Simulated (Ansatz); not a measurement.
# ZrH6Pb2: the cost of one run

Computed with Ansatz 0.2.0 (DFT PBE, scalar-relativistic, plane waves, PAW, unless a step's input says otherwise).

## Step 1: Starting point

It takes space group Fm-3m (No. 225, cubic). Conventional cell: a = 7.792 Å, b = 7.792 Å, c = 7.792 Å, α = 90.00°, β = 90.00°, γ = 90.00°. Around Zr (site symmetry m-3m) lie 6 H at 1.85 Å. H (site symmetry 4mm) has 1 Zr at 1.85 Å as nearest neighbours. Pb (site symmetry -43m) has 12 H at 2.76 Å as nearest neighbours.

As a file:

```cif
data_structure
_symmetry_space_group_name_H-M 'P 1'
_symmetry_Int_Tables_number 1
_cell_length_a 5.5100
_cell_length_b 5.5100
_cell_length_c 5.5100
_cell_angle_alpha 60.000
_cell_angle_beta 60.000
_cell_angle_gamma 60.000
_cell_volume 118.29
loop_
_atom_site_label
_atom_site_type_symbol
_atom_site_fract_x
_atom_site_fract_y
_atom_site_fract_z
_atom_site_occupancy
Zr1 Zr 0.00000 0.00000 0.00000 1
H1 H 0.76322 0.23678 0.23678 1
H2 H 0.23678 0.76322 0.23678 1
H3 H 0.23678 0.76322 0.76322 1
H4 H 0.76322 0.23678 0.76322 1
H5 H 0.23678 0.23678 0.76322 1
H6 H 0.76322 0.76322 0.23678 1
Pb1 Pb 0.25000 0.25000 0.25000 1
Pb2 Pb 0.75000 0.75000 0.75000 1
```

The cell is invented: species swapped into a database cell of Cs2WBr6 (Fm-3m, No. 225), with Pb on the Cs sites, Zr on the W sites and H on the Br sites. Its size is a rough estimate.

## Step 2: Probe: one point on a coarse mesh

File input.yaml:

```yaml
crystal:
  lattice:
    - [0.0, 3.89618867, 3.89618867]
    - [3.89618867, 0.0, 3.89618867]
    - [3.89618867, 3.89618867, 0.0]
  atoms:
    - { symbol: Zr, position: [0.0, 0.0, 0.0] }
    - { symbol: H, position: [0.76322, 0.23678, 0.23678] }
    - { symbol: H, position: [0.23678, 0.76322, 0.23678] }
    - { symbol: H, position: [0.23678, 0.76322, 0.76322] }
    - { symbol: H, position: [0.76322, 0.23678, 0.76322] }
    - { symbol: H, position: [0.23678, 0.23678, 0.76322] }
    - { symbol: H, position: [0.76322, 0.76322, 0.23678] }
    - { symbol: Pb, position: [0.25, 0.25, 0.25] }
    - { symbol: Pb, position: [0.75, 0.75, 0.75] }
basis:
  ecutwfc: 420
kpoints:
  mp_grid: { grid: [4, 4, 4] }
hamiltonian:
  xc: pbe
scf:
  occupations: { method: gaussian, width: 0.1 }
  lower_state_search: "off"
output:
  forces: true
  stress: true
  eigenvalues: true
```

Started as:

```console
ansatz run input.yaml --threads 1 --pin off --max-ram 2048MiB --backend cpu --events-out ev --progress --plain --runs-dir out
```

Q: Estimate wall time and peak memory on 1 thread of Intel Xeon Platinum 8259CL at 2.50GHz (Skylake/Cascade Lake), shared host.

About 2.5 s, with a peak of 0.44 GiB.
